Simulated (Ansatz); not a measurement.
# Y: the cost of one run

Method: DFT LDA, scalar-relativistic, plane waves, PAW, in Ansatz 0.2.0.

### 1 The starting structure

Symmetry: P6_3/mmc, No. 194, hexagonal system. The conventional cell has a = 3.651 Å, b = 3.651 Å, c = 5.747 Å, α = 90.00°, β = 90.00°, γ = 120.00°. Y (site symmetry -6m2) has 12 Y at 3.56 to 3.65 Å as nearest neighbours.

As a file:

```
CELL_PARAMETERS angstrom
3.65150 0.00000 0.00000
-1.82575 3.16229 0.00000
0.00000 0.00000 5.74740
ATOMIC_POSITIONS crystal
Y 0.33333 0.66667 0.25000
Y 0.66667 0.33333 0.75000
```

The structure comes from the Crystallography Open Database.

### 2 Probe: one point at the start

input.yaml reads:

```yaml
crystal:
  lattice:
    - [3.6514992371, 0.0, 0.0]
    - [-1.8257496185, 3.1622911012, 0.0]
    - [0.0, 0.0, 5.7474]
  atoms:
    - { symbol: "Y", position: [0.3333333333, 0.6666666667, 0.25] }
    - { symbol: "Y", position: [0.6666666667, 0.3333333333, 0.75] }
basis:
  ecutwfc: 420
kpoints:
  mp_grid: { grid: [6, 6, 4] }
hamiltonian:
  xc: lda
scf:
  occupations: { method: gaussian, width: 0.1 }
output:
  forces: true
  stress: true
  eigenvalues: true
```

What time and memory should one allow on 1 thread of an x86-64 CPU, shared host?

About 1.2 s, with a peak of 0.34 GiB.
